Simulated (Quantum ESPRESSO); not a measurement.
# CoPd2O2 in Quantum ESPRESSO: work function with PBE

Aim: the work function of CoPd2O2 with PBE.

All numbers are computed with Quantum ESPRESSO 7.5; they aren't measurements. Logs are shortened: lines on timing, memory, paths and dates and some standing lists are left out, and cuts for length are marked.

## (1) The structure

The cell holds a slab with vacuum, 5 atoms: a = 2.845 Å, b = 2.845 Å, c = 20.960 Å, α = 90.00°, β = 90.00°, γ = 120.00°.

## (2) Work function, PBE, collinear spin, ferromagnetic start

pw.in

```
&CONTROL
  calculation = 'scf'
  prefix = 'pwscf'
  outdir = './tmp'
  pseudo_dir = './pseudo'
  tprnfor = .true.
  disk_io = 'low'
/
&SYSTEM
  ibrav = 0
  celldm(1) = 8
  nat = 5
  ntyp = 3
  ecutwfc = 88
  nbnd = 46
  occupations = 'smearing'
  smearing = 'fd'
  degauss = 0.00367493
  nspin = 2
  starting_magnetization(1) = 0
  starting_magnetization(2) = 0
  starting_magnetization(3) = 0.1176
/
&ELECTRONS
  conv_thr = 5d-09
  electron_maxstep = 150
  mixing_beta = 0.3
  mixing_mode = 'local-TF'
/
ATOMIC_SPECIES
Pd   106.4200 Pd_ONCV_PBE-1.2.upf
O     15.9990 O_ONCV_PBE-1.2.upf
Co    58.9332 Co_ONCV_PBE-1.2.upf
CELL_PARAMETERS alat
  0.6720336204965  -0.0000000000000   0.0000000000000
 -0.3360168102438   0.5819981875446   0.0000000000000
  0.0000000000000   0.0000000000000   4.9510824465195
ATOMIC_POSITIONS crystal
Pd     0.6666666667    0.3333333333    0.3578244275
O      0.6666666667    0.3333333333    0.4534943702
Co     0.0000000000    0.0000000000    0.5000000000
O      0.3333333333    0.6666666667    0.5465056298
Pd     0.3333333333    0.6666666667    0.6421755725
K_POINTS automatic
11 11 1 0 0 0
```

pp_density.in

```
&INPUTPP
  prefix = 'pwscf'
  outdir = './tmp'
  filplot = 'density.dat'
  plot_num = 0
/
&PLOT
  nfile = 1
  filepp(1) = 'density.dat'
  iflag = 3
  output_format = 6
  fileout = 'density.cube'
/
```

pp_potential.in

```
&INPUTPP
  prefix = 'pwscf'
  outdir = './tmp'
  filplot = 'potential.dat'
  plot_num = 11
/
&PLOT
  nfile = 1
  filepp(1) = 'potential.dat'
  iflag = 3
  output_format = 6
  fileout = 'potential.cube'
/
```

pp_spin.in

```
&INPUTPP
  prefix = 'pwscf'
  outdir = './tmp'
  filplot = 'spin.dat'
  plot_num = 6
/
&PLOT
  nfile = 1
  filepp(1) = 'spin.dat'
  iflag = 3
  output_format = 6
  fileout = 'spin.cube'
/
```

pp_elf.in

```
&INPUTPP
  prefix = 'pwscf'
  outdir = './tmp'
  filplot = 'elf.dat'
  plot_num = 8
/
&PLOT
  nfile = 1
  filepp(1) = 'elf.dat'
  iflag = 3
  output_format = 6
  fileout = 'elf.cube'
/
```

Potentials or basis: SG15 PBE 1.2.

Started as:

```
$ OMP_NUM_THREADS=1 pw.x -in pw.in > pw.out
$ OMP_NUM_THREADS=1 pp.x -in pp_density.in > pp_density.out
$ OMP_NUM_THREADS=1 pp.x -in pp_potential.in > pp_potential.out
$ OMP_NUM_THREADS=1 pp.x -in pp_spin.in > pp_spin.out
$ OMP_NUM_THREADS=1 pp.x -in pp_elf.in > pp_elf.out
```

pw.out:

```text
This program is part of the open-source Quantum ESPRESSO suite
     for quantum simulation of materials; please cite
[... 9 lines left out ...]
     --------------------
     sticks:   dense  smooth     PW     G-vecs:    dense   smooth      PW
     Sum         703     703    199               110475   110475   17389

     Using Slab Decomposition

     bravais-lattice index     =            0
     lattice parameter (alat)  =       8.0000  a.u.
     unit-cell volume          =     991.4772 (a.u.)^3
     number of atoms/cell      =            5
     number of atomic types    =            3
     number of electrons       =        65.00
     number of Kohn-Sham states=           46
     kinetic-energy cutoff     =      88.0000  Ry
     charge density cutoff     =     352.0000  Ry
     scf convergence threshold =      5.0E-09
     mixing beta               =       0.3000
     number of iterations used =            8  local-TF  mixing
     Exchange-correlation= PBE
                           (   1   4   3   4   0   0   0)

     celldm(1)=   8.000000  celldm(2)=   0.000000  celldm(3)=   0.000000
     celldm(4)=   0.000000  celldm(5)=   0.000000  celldm(6)=   0.000000

     crystal axes: (cart. coord. in units of alat)
               a(1) = (   0.672034  -0.000000   0.000000 )
               a(2) = (  -0.336017   0.581998   0.000000 )
               a(3) = (   0.000000   0.000000   4.951082 )

     reciprocal axes: (cart. coord. in units 2 pi/alat)
               b(1) = (  1.488021  0.859109 -0.000000 )
               b(2) = (  0.000000  1.718218 -0.000000 )
               b(3) = ( -0.000000 -0.000000  0.201976 )

     PseudoPot. # 1 for Pd read from file:
     Pd_ONCV_PBE-1.2.upf
     Pseudo is Norm-conserving, Zval = 18.0
     Generated using ONCVPSP code by D. R. Hamann
     Using radial grid of  602 points,  6 beta functions with:
                l(1) =   0
                l(2) =   0
                l(3) =   1
                l(4) =   1
                l(5) =   2
                l(6) =   2

     PseudoPot. # 2 for O  read from file:
     O_ONCV_PBE-1.2.upf
     Pseudo is Norm-conserving, Zval =  6.0
     Generated using ONCVPSP code by D. R. Hamann
     Using radial grid of  602 points,  4 beta functions with:
                l(1) =   0
                l(2) =   0
                l(3) =   1
                l(4) =   1

     PseudoPot. # 3 for Co read from file:
     Co_ONCV_PBE-1.2.upf
     Pseudo is Norm-conserving, Zval = 17.0
     Generated using ONCVPSP code by D. R. Hamann
     Using radial grid of  602 points,  6 beta functions with:
                l(1) =   0
                l(2) =   0
                l(3) =   1
                l(4) =   1
                l(5) =   2
                l(6) =   2

     atomic species   valence    mass     pseudopotential
     Pd               18.00   106.42000     Pd( 1.00)
     O                 6.00    15.99900     O ( 1.00)
     Co               17.00    58.93320     Co( 1.00)

     Starting magnetic structure
     atomic species   magnetization
     Pd              0.000
     O               0.000
     Co              0.118

     12 Sym. Ops., with inversion, found

   Cartesian axes

     site n.     atom                  positions (alat units)
         1        Pd     tau(   1) = (   0.3360168   0.1939994   1.7716182  )
         2        O      tau(   2) = (   0.3360168   0.1939994   2.2452880  )
         3        Co     tau(   3) = (   0.0000000   0.0000000   2.4755412  )
         4        O      tau(   4) = (  -0.0000000   0.3879988   2.7057944  )
         5        Pd     tau(   5) = (  -0.0000000   0.3879988   3.1794642  )

     number of k points=    16  Fermi-Dirac smearing, width (Ry)=  0.0037
                       cart. coord. in units 2pi/alat
        k(    1) = (   0.0000000   0.0000000   0.0000000), wk =   0.0082645
        k(    2) = (   0.0000000   0.1562017   0.0000000), wk =   0.0495868
        k(    3) = (   0.0000000   0.3124033   0.0000000), wk =   0.0495868
        k(    4) = (   0.0000000   0.4686050   0.0000000), wk =   0.0495868
        k(    5) = (   0.0000000   0.6248067   0.0000000), wk =   0.0495868
        k(    6) = (   0.0000000   0.7810084   0.0000000), wk =   0.0495868
[... 8 lines left out ...]
        k(   15) = (   0.4058239   0.7029075   0.0000000), wk =   0.0495868
        k(   16) = (   0.4058239   0.8591092   0.0000000), wk =   0.0495868

     Dense  grid:   110475 G-vectors     FFT dimensions: (  36,  36, 240)

     Generating pointlists ...
     new r_m :   0.1954 (alat units)  1.5631 (a.u.) for type    1
     new r_m :   0.1861 (alat units)  1.4889 (a.u.) for type    2
     new r_m :   0.1861 (alat units)  1.4889 (a.u.) for type    3

     Initial potential from superposition of free atoms

     starting charge      64.8712, renormalised to      65.0000

     negative rho (up, down):  1.252E-04 1.219E-04
     Starting wfcs are random

     Self-consistent Calculation

     iteration #  1     ecut=    88.00 Ry     beta= 0.30
     Davidson diagonalization with overlap
     ethr =  1.00E-02,  avg # of iterations = 11.8

     total energy              =    -841.31589518 Ry
     estimated scf accuracy    <       2.90233958 Ry
[... 204 lines left out ...]
     iteration # 20     ecut=    88.00 Ry     beta= 0.30
     Davidson diagonalization with overlap
     ethr =  3.49E-11,  avg # of iterations =  2.2

     Magnetic moment per site  (integrated on atomic sphere of radius R)
     atom   1 (R=0.195)  charge= 13.9459  magn=  0.3776
     atom   2 (R=0.186)  charge=  5.2680  magn=  0.0645
     atom   3 (R=0.186)  charge= 14.1220  magn=  0.2985
     atom   4 (R=0.186)  charge=  5.2680  magn=  0.0645
     atom   5 (R=0.195)  charge= 13.9459  magn=  0.3776

     End of self-consistent calculation

 ------ SPIN UP ------------

          k = 0.0000 0.0000 0.0000 ( 13655 PWs)   bands (ev):

   -92.1997 -80.6911 -80.6911 -55.5736 -55.4520 -55.4520 -46.6968 -46.6967
   -46.2145 -46.2145 -46.2145 -46.2145 -17.4299 -15.7961  -4.5912  -2.6188
    -2.6188  -1.7356  -1.2701  -1.2567   0.2955   0.2955   1.1383   1.1383
     1.1461   1.1461   1.6833   1.6833   1.8711   2.2884   2.2884   2.6866
     2.6866   2.8632   3.3119   5.1684   5.1684   7.2824   7.7758   8.1497
     9.3189   9.5869  11.1405  12.4002  13.4233  14.5042
[... 129 lines left out ...]
   -92.1925 -80.6661 -80.6661 -55.5619 -55.5064 -55.4929 -46.6677 -46.6677
   -46.3841 -46.3841 -46.3430 -46.3430 -15.8232 -15.7887  -3.7652  -3.5461
    -2.9474  -2.4655  -2.3541  -1.6210   0.7424   0.7461   0.9991   1.1014
     1.4218   1.4363   1.5193   1.7499   2.0802   2.1838   2.2414   3.1823
     3.2390   4.6058   4.6628   9.7891   9.7974  10.4630  10.4864  12.4213
    12.4247  14.5497  14.5620  14.7986  14.9726  15.7379

 ------ SPIN DOWN ----------

          k = 0.0000 0.0000 0.0000 ( 13655 PWs)   bands (ev):

   -91.9268 -80.4035 -80.4035 -55.1902 -55.1902 -55.0546 -46.2007 -46.2007
   -45.8935 -45.8935 -45.8935 -45.8935 -17.3281 -15.6715  -4.3993  -2.4725
    -2.4725  -1.5425  -1.0072  -0.9608   0.3947   0.3947   1.4377   1.4377
     1.4441   1.4441   2.1332   2.1332   2.2445   2.5224   2.5224   2.8803
     2.8803   3.3422   3.6864   5.4111   5.4111   7.4837   8.0146   8.2356
     9.5060   9.6866  11.2334  12.5478  13.5367  14.6110
[... 129 lines left out ...]
   -91.9195 -80.3783 -80.3783 -55.2453 -55.2316 -55.0425 -46.1707 -46.1707
   -46.0652 -46.0652 -46.0236 -46.0236 -15.7014 -15.6643  -3.6342  -3.3898
    -2.8451  -2.2033  -2.0934  -1.5258   0.9949   1.0002   1.2041   1.3065
     1.6283   1.6741   1.7600   1.9590   2.3303   2.5563   2.5992   3.8281
     3.8531   5.0256   5.0745   9.8926   9.8998  10.7602  10.7881  12.5879
    12.5982  14.6792  14.6910  14.9346  15.1268  15.8096

     the Fermi energy is     3.4307 ev

!    total energy              =    -841.49295958 Ry
     estimated scf accuracy    <          4.8E-09 Ry
     smearing contrib. (-TS)   =      -0.00188007 Ry
     internal energy E=F+TS    =    -841.49107950 Ry

     The total energy is F=E-TS. E is the sum of the following terms:
     one-electron contribution =   -5776.72450478 Ry
     hartree contribution      =    2894.74052330 Ry
     xc contribution           =     -91.10654589 Ry
     ewald contribution        =    2131.59944787 Ry

     total magnetization       =     1.43 Bohr mag/cell
     absolute magnetization    =     1.53 Bohr mag/cell

     convergence has been achieved in  20 iterations

     Forces acting on atoms (cartesian axes, Ry/au):

     atom    1 type  1   force =     0.00000000    0.00000000   -0.02741343
     atom    2 type  2   force =    -0.00000000   -0.00000000    0.01964961
     atom    3 type  3   force =    -0.00000000    0.00000000    0.00000000
     atom    4 type  2   force =     0.00000000    0.00000000   -0.01964961
     atom    5 type  1   force =     0.00000000    0.00000000    0.02741343

     Total force =     0.047699     Total SCF correction =     0.000255

=------------------------------------------------------------------------------=
   JOB DONE.
=------------------------------------------------------------------------------=
```

pp_potential.out:

```text
This program is part of the open-source Quantum ESPRESSO suite
     for quantum simulation of materials; please cite
         "P. Giannozzi et al., J. Phys.:Condens. Matter 21 395502 (2009);
         "P. Giannozzi et al., J. Phys.:Condens. Matter 29 465901 (2017);
         "P. Giannozzi et al., J. Chem. Phys. 152 154105 (2020);
     in publications or presentations arising from this work. More details at

     IMPORTANT: XC functional enforced from input :
     Exchange-correlation= PBE
                           (   1   4   3   4   0   0   0)
     Any further DFT definition will be discarded
     Please, verify this is what you really want

     G-vector sticks info
     --------------------
     sticks:   dense  smooth     PW     G-vecs:    dense   smooth      PW
     Sum         703     703    199               110475   110475   17389

     Using Slab Decomposition

     Calling punch_plot, plot_num =  11
     Writing data to file  potential.dat
     Reading data from file  potential.dat

     Writing data to be plotted to file potential.cube
     Plot Type: 3D                     Output format: Gaussian cube

=------------------------------------------------------------------------------=
   JOB DONE.
=------------------------------------------------------------------------------=
```

Wall time 10 min (1 thread of Arm Neoverse V2, shared host); peak memory 0.55 GiB.

What came out:

| Property | Result |
| --- | --- |
| Free energy | -11449.0950 eV |
| Largest force | 0.705 eV/Å |
| Band gap on the k mesh | none (metal or under the smearing width) |
| Net moment | 1.43 μB per cell |
| Absolute moment | 1.53 μB per cell |
| Site moments | Pd +0.38; O +0.06; Co +0.30 μB |
| Valence electrons inside the program's atomic spheres | Pd 13.95; O 5.27; Co 14.12 |
| Work function of the upper face | 4.68 eV |
| Work function of the lower face | 4.68 eV |

Forces on the atoms (eV/Å):
```
Pd   0.000  0.000 -0.705
O    0.000  0.000  0.505
Co   0.000  0.000  0.000
O    0.000  0.000 -0.505
Pd   0.000  0.000  0.705
```

Levels at points of the mesh, in eV from the Fermi level:
Spin up:
```
           k point  band 31  band 32  band 33  band 34  band 35  band 36
(0.00, 0.00, 0.00)    -1.14    -0.74    -0.74    -0.57    -0.12     1.74
```
Spin down:
| k point | band 28 | band 29 | band 30 | band 31 | band 32 | band 33 | band 34 | band 35 | band 36 | band 37 |
| --- | --- | --- | --- | --- | --- | --- | --- | --- | --- | --- |
| (0.00, 0.00, 0.00) | -1.30 | -1.19 | -0.91 | -0.91 | -0.55 | -0.55 | -0.09 | 0.26 | 1.98 | 1.98 |

Caveat: semilocal functionals often make such compounds metallic where correlation or magnetic order opens a gap, which also shifts bond lengths. With open d or f shells a metallic result of PBE can be an artefact of self-interaction; +U or a hybrid may open a gap.
